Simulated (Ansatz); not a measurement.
**NbAl2B3: properties of a relaxed candidate**

Aim: for this structure of NbAl2B3, compute bands, density of states and charges.

Method: DFT PBE, scalar-relativistic, plane waves, PAW, in Ansatz 0.2.0.

## Step 1: The system as given

Symmetry: P-6m2, No. 187, hexagonal system. Conventional cell: a = 3.405 Å, b = 3.405 Å, c = 7.594 Å, α = 90.00°, β = 90.00°, γ = 120.00°. Al (site symmetry 3m) has 9 B at 2.58 to 2.90 Å and 3 Nb at 2.90 Å as nearest neighbours. Around Nb (site symmetry -6m2) lie 3 B at 1.97 Å. B (site symmetry -6m2) has 3 B at 1.97 Å and 6 Al at 2.58 Å as nearest neighbours. B (site symmetry -6m2) has 3 Nb at 1.97 Å as nearest neighbours.

As a file:

```xyz
6
Lattice="3.4046 0.0000 0.0000 -1.7023 2.9485 0.0000 0.0000 0.0000 7.5943" Properties=species:S:1:pos:R:3 pbc="T T T"
Al    1.7023    0.9828    5.9229
Al    1.7023    0.9828    1.6714
Nb    0.0000    0.0000    3.7971
B     0.0000    0.0000    0.0000
B     0.0000    1.9656    3.7971
B     0.0000    1.9656    0.0000
```

It is the end of an earlier relaxation with the same method, from a database cell with other species swapped in; it needn't be the stable form of this composition. At a tolerance of 0.05 Å it has space group P-6m2 (No. 187); it has 12.71 Å³/atom, an uncorrected energy of +0.62 eV/atom over the elements.

## Step 2: Electronic structure at the relaxed geometry

input.yaml

```yaml
crystal:
  lattice:
    - [3.4045882309, 0.0, 0.0]
    - [-1.7022941155, 2.9484598974, 0.0]
    - [0.0, 0.0, 7.594253222]
  atoms:
    - { symbol: Al, position: [0.6666666667, 0.3333333333, 0.7799170403] }
    - { symbol: Al, position: [0.6666666667, 0.3333333333, 0.2200829597] }
    - { symbol: Nb, position: [0.0, 0.0, 0.5] }
    - { symbol: B, position: [0.0, 0.0, 0.0] }
    - { symbol: B, position: [0.3333333333, 0.6666666667, 0.5] }
    - { symbol: B, position: [0.3333333333, 0.6666666667, 0.0] }
basis:
  ecutwfc: 420
kpoints:
  mp_grid: { grid: [12, 12, 6] }
  band_path:
    path:
      - [[0.0, 0.0, 0.0], [0.5, 0.0, 0.0], [0.33333333, 0.33333333, 0.0], [0.0, 0.0, 0.0], [0.0, 0.0, 0.5], [0.5, 0.0, 0.5], [0.33333333, 0.33333333, 0.5], [0.0, 0.0, 0.5]]
      - [[0.5, 0.0, 0.5], [0.5, 0.0, 0.0]]
      - [[0.33333333, 0.33333333, 0.5], [0.33333333, 0.33333333, 0.0]]
    npoints: 14
hamiltonian:
  xc: pbe
scf:
  occupations: { method: gaussian, width: 0.1 }
  n_extra_bands: 15
output:
  forces: true
  stress: true
  eigenvalues: true
  populations: true
  dos: { projected: true, de: 0.02, nscf_kmesh: { grid: [15, 15, 8] } }
  bader: true
  write_density: true
  write_potential: true
  elf: true
  volumetric_format: npy
```

Run with:

```sh
$ ansatz run input.yaml --threads 1 --pin off --max-ram 2560MiB --backend cpu --events-out ev --progress --plain --runs-dir out
```

Q: Predict the outcome of this session. Wanted: gap; states at the Fermi level; Bader charges.

The runs gave:

| quantity | value |
| --- | --- |
| gap | none (metal) |
| states at the Fermi level | 1.81 per eV per cell |
| Bader charges | Al +1.23, Nb +0.50, B -1.10 to -0.89 e |

It comes out metallic. Of the projected weight within 0.25 eV of the Fermi level, the largest part is Nb 4d (46 %) and B 2p (27 %). Charge transfer between the atoms is strong (Bader charges up to 1.2 e).
